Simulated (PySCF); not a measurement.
# [Hg(CO)]2+: other functionals and bases at one geometry

An exercise on one series of results from a longer session: the logs are not shown, and one member is left open.

The runs use PySCF 2.14.0; several levels, as the steps say, no spin–orbit coupling.

1 further run of the same task is left out (for a known fault of the program).

## Starting geometry

3 atoms, charge 2, spin multiplicity 1.

Bond lengths: Hg1–C2 2.136 Å, C2–O3 1.108 Å. Angles: Hg1–C2–O3 180.0°.

Coordinates:

```xyz
3

Hg    0.0000    0.0000   -0.3973
C     0.0000    0.0000    1.7389
O     0.0000    0.0000    2.8472
```

Formal oxidation states: Hg +2. An earlier session relaxed this geometry at PBE0, Hg def2-SVP with ECP60, C def2-SVP, O def2-SVP (singlet, point group C∞v).

At PBE0 on the finer grid: E = -265.671368 Eh, HOMO -25.65 eV, LUMO -18.26 eV, Mulliken charge on Hg1 +1.56 e, largest force component 0.003 eV/Å. 

Levels to run: CAM-B3LYP; PBE; PBE0, TZVP. Hardware: 2 threads of Arm Neoverse V1, shared host.

Set-up of the first run:

Input file run.py (the lines that set the calculation):

```python
mol = gto.M(atom='''
Hg     0.00000     0.00000    -0.39730
C      0.00000     0.00000     1.73887
O      0.00000     0.00000     2.84722''',
    basis={'Hg': 'def2-SVP', 'C': 'def2-SVP', 'O': 'def2-SVP'},
    ecp={'Hg': 'def2-SVP'},
    charge=2, spin=0)
mf = dft.RKS(mol, xc='CAMB3LYP')
mf.grids.atom_grid = (75, 302)
mf = mf.density_fit()  # fitting sets: Hg def2-universal-JKFIT, C def2-universal-JKFIT, O def2-universal-JKFIT
mf.conv_tol = 1e-08; mf.max_cycle = 55
mf.kernel(dm0)  # dm0: the density of the relaxed state
```

Command:

```sh
> OMP_NUM_THREADS=2 python run.py
```

Among the steps run: CAM-B3LYP; PBE; PBE0, TZVP.

One table of the session follows, with a row left open; its other results are not shown here.

| level | HOMO (eV) | gap (eV) | charge on Hg1 (e) | dipole (D) | largest force component (eV/Å) |
| --- | --- | --- | --- | --- | --- |
| PBE0 (relaxed here) | -25.65 | 7.39 | 1.56 | 2.06 | 0.00 |
| CAM-B3LYP | -27.12 | 9.91 | 1.56 | 1.95 | 0.34 |
| PBE | ? | ? | ? | ? | ? |
| PBE0, TZVP | -25.55 | 7.29 | 1.47 | 2.05 | 0.64 |

Q: Estimate the row for PBE from the others.

The run gave: HOMO (eV): -24.14; gap (eV): 4.75; charge on Hg1 (e): 1.49; dipole (D): 2.68; largest force component (eV/Å): 2.16. In the column «HOMO (eV)» it is the highest.

The dipole of a charged species depends on the origin, so these sizes hold for this origin alone.

In one basis the HOMO–LUMO gap runs from 4.75 eV (PBE) to 9.91 eV (CAM-B3LYP). The largest leftover force, 2.16 eV/Å with PBE, stands at a geometry relaxed at another level. Total energies of different levels can't be compared.
